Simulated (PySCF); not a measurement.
**SnSiH4F2 (SMILES [F][SnH]([F])[SiH3]): CCSD/def2-SVP (core potential)**

What is the energy change on altering one bond length of SnSiH4F2 at CCSD/def2-SVP (core potential)? The job is set up through an ASE script.

Program for the calculation: PySCF 2.14.0.

4 further runs of the same task are left out: 2 for a known fault of the program, 1 that didn't finish, 1 set aside as unsound or not needed.

## (1) The structure to begin with

SnSiH4F2: 8 atoms, total charge 0, spin state singlet. As SMILES, `[F][SnH]([F])[SiH3]`. The coordinates come from a PBE0-D4/def2-TZVP relaxation.

Bond lengths: F1–Sn2 1.919 Å, Sn2–F3 1.919 Å, Sn2–Si4 2.563 Å, Sn2–H5 1.703 Å, Si4–H6 1.483 Å, Si4–H7 1.481 Å, Si4–H8 1.483 Å. Some angles: F1–Sn2–F3 102.5°, F1–Sn2–Si4 107.2°, F3–Sn2–Si4 107.1°, F1–Sn2–H5 105.1°, F3–Sn2–H5 105.1°, Si4–Sn2–H5 127.3°, Sn2–Si4–H6 108.2°, Sn2–Si4–H7 107.6°, Sn2–Si4–H8 108.1°, H6–Si4–H7 111.2°.

## (2) The energy at CCSD/def2-SVP (core potential)

The input, start.xyz:

```xyz
8

F      1.543100    -1.599200     1.156700
Sn     1.193800    -0.045200     0.086200
F      1.792300    -0.595200    -1.652200
Si    -1.351200     0.229100    -0.044600
H      2.330800     1.113200     0.601300
H     -1.854900     0.539400     1.315400
H     -1.914000    -1.045900    -0.545400
H     -1.647900     1.346800    -0.973100
```

The input, job.py:

```python
import pyscf.grad
from pyscf import gto, scf, cc
from pyscf.pbc.tools.pyscf_ase import PySCF, ase_atoms_to_pyscf
from ase.io import read

atoms = read('start.xyz')

system = gto.Mole()
system.atom = ase_atoms_to_pyscf(atoms)
system.verbose = 3
system.charge = 0
system.spin = 0
system.basis = 'def2-svp'
system.ecp = {'Sn': 'def2-svp'}
system.max_memory = 1860
system.build()

mf = scf.RHF(system)
atoms.calc = PySCF(method=cc.CCSD(mf, frozen=11))

e_ev = atoms.get_potential_energy()
print('energy %.6f eV' % e_ev)
```

Launch:

```bash
$ OMP_NUM_THREADS=1 python job.py
```

What it wrote:

```text
converged SCF energy = -703.274687474033
converged SCF energy = -703.274687474038
E(CCSD_Scanner) = -703.8970433575145  E_corr = -0.6223558834766286
energy -19154.014165 eV
```

Run time: 54 s. Hardware: 1 thread of AMD EPYC (Zen 3), shared host; peak memory 0.64 GiB.

## (3) The distorted shape, same level

The input, mol.xyz:

```xyz
8

F      1.683800    -1.280450     1.281900
Sn     1.334500     0.273550     0.211400
F      1.933000    -0.276450    -1.527000
Si    -1.210500     0.547850     0.080600
H      2.471500     1.431950     0.726500
H     -1.714200     0.858150     1.440600
H     -1.914000    -1.045900    -0.545400
H     -1.507200     1.665550    -0.847900
```

The input, calc.py:

```python
import pyscf.grad
from pyscf import gto, cc
from pyscf.pbc.tools.pyscf_ase import PySCF, ase_atoms_to_pyscf
from ase.io import read

atoms = read('mol.xyz')

molecule = gto.M(
    atom=ase_atoms_to_pyscf(atoms),
    basis='def2-svp',
    ecp={'Sn': 'def2-svp'},
    max_memory=1860,
    verbose=3,
    spin=0,
)

mf = molecule.RHF()
atoms.calc = PySCF(method=cc.CCSD(mf, frozen=11))

e_ev = atoms.get_potential_energy()
print('energy %.6f eV' % e_ev)
```

Launch:

```bash
$ OMP_NUM_THREADS=1 python calc.py
```

What it wrote:

```text
converged SCF energy = -703.242668939124
converged SCF energy = -703.24266893913
E(CCSD_Scanner) = -703.8679658944316  E_corr = -0.6252969553014269
energy -19153.222927 eV
```

Run time: 51 s. Hardware: 1 thread of AMD EPYC (Zen 3), shared host; peak memory 0.65 GiB.

## (4) What came out

Level: CCSD/def2-SVP (core potential), 11 core orbitals frozen.

| quantity | value |
| --- | --- |
| first shape: total energy | -703.89704 Eh |
| first shape: dipole moment (Hartree–Fock density) | 4.55 D |
| first shape: HOMO energy (Hartree–Fock orbitals) | -11.54 eV |
| first shape: LUMO energy (Hartree–Fock orbitals) | 2.21 eV |
| first shape: HOMO–LUMO gap (Hartree–Fock orbitals) | 13.74 eV |
| first shape: correlation energy (11 core orbitals frozen) | -622.4 mEh |
| first shape: T1 diagnostic | 0.013 |
| distorted shape: total energy | -703.86797 Eh |
| distorted shape: dipole moment (Hartree–Fock density) | 4.73 D |
| distorted shape: HOMO energy (Hartree–Fock orbitals) | -11.50 eV |
| distorted shape: LUMO energy (Hartree–Fock orbitals) | 1.65 eV |
| distorted shape: HOMO–LUMO gap (Hartree–Fock orbitals) | 13.15 eV |
| distorted shape: correlation energy (11 core orbitals frozen) | -625.3 mEh |
| distorted shape: T1 diagnostic | 0.013 |
| energy change with the Si4–H7 bond stretched from 1.481 to 1.851 Å | 0.791 eV |

With the Si4–H7 bond stretched from 1.481 to 1.851 Å the energy rises by 0.79 eV (76.3 kJ/mol). The first shape isn't relaxed at this level, so the change isn't measured from a minimum. Mulliken charges (distorted shape) of the mean-field density run from -0.59 on F1 to +1.32 on Sn2.
